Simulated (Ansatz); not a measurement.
# CH₁₀AlNSi₂: one species, many methods

One table from this session's results is given with a row withheld; the runs are named, their logs left out.

Method: functionals in def2-TZVPP, the program's frozen cores in correlated methods; program: Ansatz 0.2.0, Gaussian basis.

The runs, in order: PBE-D4, r2SCAN-D4, PBE0-D4, B3LYP-D4, ωB97X-V, ωB97M-V, B2PLYP; CCSD(T)/def2-TZVPP; MP2/def2-QZVPP; extrapolation to the limit.

## Structure used throughout

An earlier PBE0-D4 in a triple-zeta def2 set relaxation fixed the geometry.

SMILES `[CH3][AlH][N]([SiH3])[SiH3]`, 15 atoms, charge 0, spin multiplicity 1.

Atoms are counted from 1 here; the program's logs count them from 0.

Bond lengths: C1–Al2 1.946 Å, C1–H6 1.094 Å, C1–H7 1.093 Å, C1–H8 1.095 Å, Al2–N3 1.801 Å, Al2–H9 1.583 Å, N3–Si4 1.735 Å, N3–Si5 1.734 Å, Si4–H10 1.489 Å, Si4–H11 1.489 Å, Si4–H12 1.488 Å, Si5–H13 1.489 Å, Si5–H14 1.490 Å, Si5–H15 1.486 Å. Angles: Al2–C1–H6 112.4°, Al2–C1–H7 111.6°, Al2–C1–H8 110.7°, H6–C1–H7 108.0°, H6–C1–H8 106.7°, H7–C1–H8 107.2°, C1–Al2–N3 117.9°, C1–Al2–H9 124.7°, N3–Al2–H9 117.3°, Al2–N3–Si4 120.1°, Al2–N3–Si5 122.4°, Si4–N3–Si5 117.5°, N3–Si4–H10 109.1°, N3–Si4–H11 112.0°, N3–Si4–H12 111.0°, H10–Si4–H11 108.2°, H10–Si4–H12 108.7°, H11–Si4–H12 107.7° and more.

Coordinates:

```xyz
15
charge 0, multiplicity 1
C    -2.0538   -1.1835    1.0437
Al   -1.0529    0.4706    0.8197
N     0.4442    0.4210   -0.1801
Si    0.9807   -1.0779   -0.8702
Si    1.3927    1.8359   -0.5026
H    -2.1096   -1.7648    0.1185
H    -3.0748   -0.9939    1.3851
H    -1.5761   -1.8270    1.7905
H    -1.4511    1.8602    1.4638
H     2.3718   -0.9122   -1.3745
H     0.1209   -1.5070   -2.0078
H     0.9663   -2.1676    0.1428
H     2.7491    1.7359    0.1033
H     1.5716    2.0383   -1.9675
H     0.6992    3.0216    0.0649
```

The first run:

in.yaml reads:

```yaml
crystal:
  periodic: [false, false, false]
  atoms:
    - {symbol: C, position_ang: [-2.053777, -1.183474, 1.043731]}
    - {symbol: Al, position_ang: [-1.052857, 0.470550, 0.819725]}
    - {symbol: N, position_ang: [0.444229, 0.420955, -0.180097]}
    - {symbol: Si, position_ang: [0.980660, -1.077948, -0.870234]}
    - {symbol: Si, position_ang: [1.392683, 1.835940, -0.502604]}
    - {symbol: H, position_ang: [-2.109582, -1.764805, 0.118507]}
    - {symbol: H, position_ang: [-3.074805, -0.993920, 1.385083]}
    - {symbol: H, position_ang: [-1.576100, -1.827020, 1.790549]}
    - {symbol: H, position_ang: [-1.451146, 1.860179, 1.463810]}
    - {symbol: H, position_ang: [2.371790, -0.912184, -1.374519]}
    - {symbol: H, position_ang: [0.120940, -1.506993, -2.007822]}
    - {symbol: H, position_ang: [0.966318, -2.167623, 0.142801]}
    - {symbol: H, position_ang: [2.749112, 1.735896, 0.103324]}
    - {symbol: H, position_ang: [1.571559, 2.038253, -1.967507]}
    - {symbol: H, position_ang: [0.699175, 3.021595, 0.064850]}
basis:
  gaussian: {orbitals: def2-TZVPP}
hamiltonian: {xc: pbe, dispersion: d4}
output: {forces: true, orbitals: {seedname: orbitals}}
```

The run is started by

```bash
$ ansatz run in.yaml --threads 2 --pin off --events-out ev --progress --plain --max-ram 22528MiB --backend cuda --devices 0, --max-vram 18GiB
```

Steps of the session up to this table: PBE-D4 (GGA); r2SCAN-D4 (meta-GGA); PBE0-D4 (hybrid); B3LYP-D4 (hybrid); ωB97X-V (range-separated); ωB97M-V (range-separated); B2PLYP (double hybrid); CCSD(T) in def2-TZVPP; MP2 in def2-QZVPP.

One table of the session follows, with a row left open; its other results are not shown here.

| method | atomisation energy (eV) |
| --- | --- |
| PBE-D4 | 50.535 |
| r2SCAN-D4 | 50.781 |
| PBE0-D4 | 50.301 |
| B3LYP-D4 | 50.925 |
| ωB97X-V | 51.229 |
| ωB97M-V | 51.042 |
| B2PLYP | 50.236 |
| HF/def2-TZVPP | ? |
| MP2/def2-TZVPP | 49.698 |
| CCSD/def2-TZVPP | 49.160 |
| CCSD(T)/def2-TZVPP | 49.669 |
| MP2/CBS | 51.019 |
| CCSD(T)/CBS | 50.990 |

Estimate the missing values for HF/def2-TZVPP.

As computed: atomisation energy (eV): 38.340. In the column «atomisation energy (eV)» it is the lowest.

Caveats from the session: Free atoms (1 C, 1 Al, 1 N, 2 Si, 10 H) were run apart at each level; the atomisation energy is their sum less the molecule, without zero-point or spin-orbit terms.
